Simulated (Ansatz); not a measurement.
# TaH2Br3: the cost of one run

Method: DFT PBE, scalar-relativistic, plane waves, PAW, in Ansatz 0.2.0.

## 1. The system as given

It takes space group P3m1 (No. 156, trigonal). The conventional cell has a = 3.229 Å, b = 3.229 Å, c = 13.476 Å, α = 90.00°, β = 90.00°, γ = 120.00°. Ta (site symmetry 3m) has 3 H at 2.68 Å as nearest neighbours. Around H (site symmetry 3m) lie 6 Br at 2.40 Å. H (site symmetry 3m) is surrounded by 3 Br at 2.39 Å and 3 Ta at 2.68 Å. Around Br (site symmetry 3m) lie 3 H at 2.40 Å. Around Br (site symmetry 3m) lie 3 H at 2.39 Å.

Coordinates:

```cif
data_structure
_symmetry_space_group_name_H-M 'P 1'
_symmetry_Int_Tables_number 1
_cell_length_a 3.2294
_cell_length_b 3.2294
_cell_length_c 13.4764
_cell_angle_alpha 90.000
_cell_angle_beta 90.000
_cell_angle_gamma 120.000
_cell_volume 121.71
loop_
_atom_site_label
_atom_site_type_symbol
_atom_site_fract_x
_atom_site_fract_y
_atom_site_fract_z
_atom_site_occupancy
Ta1 Ta 0.33333 0.66667 0.11904 1
H1 H 0.33333 0.66667 0.74884 1
H2 H 0.66667 0.33333 0.26206 1
Br1 Br 0.66667 0.33333 0.86128 1
Br2 Br 0.66667 0.33333 0.63625 1
Br3 Br 0.33333 0.66667 0.37252 1
```

A structure generator made this guess: species swapped into a database cell of TeMo2S3 (P3m1, No. 156), with Ta on the Te sites, H on the Mo sites and Br on the S sites. The dimensions are guesses.

## 2. Probe: one point on a coarse mesh

File input.yaml:

```yaml
crystal:
  lattice:
    - [3.22935362, 0.0, 0.0]
    - [-1.61467681, 2.79670227, 0.0]
    - [0.0, 0.0, 13.47638879]
  atoms:
    - { symbol: Ta, position: [0.33333333, 0.66666667, 0.119037] }
    - { symbol: H, position: [0.33333333, 0.66666667, 0.748842] }
    - { symbol: H, position: [0.66666667, 0.33333333, 0.262063] }
    - { symbol: Br, position: [0.66666667, 0.33333333, 0.86128402] }
    - { symbol: Br, position: [0.66666667, 0.33333333, 0.63625401] }
    - { symbol: Br, position: [0.33333333, 0.66666667, 0.37251899] }
basis:
  ecutwfc: 420
kpoints:
  mp_grid: { grid: [6, 6, 2] }
hamiltonian:
  xc: pbe
scf:
  occupations: { method: gaussian, width: 0.1 }
  lower_state_search: "off"
output:
  forces: true
  stress: true
  eigenvalues: true
```

Started as:

```console
$ ansatz run input.yaml --threads 1 --pin off --max-ram 2560MiB --backend cpu --events-out ev --progress --plain --runs-dir out
```

What time and memory should one allow on 1 thread of Arm Neoverse V2, shared host?

About 3.3 s, with a peak of 0.32 GiB.
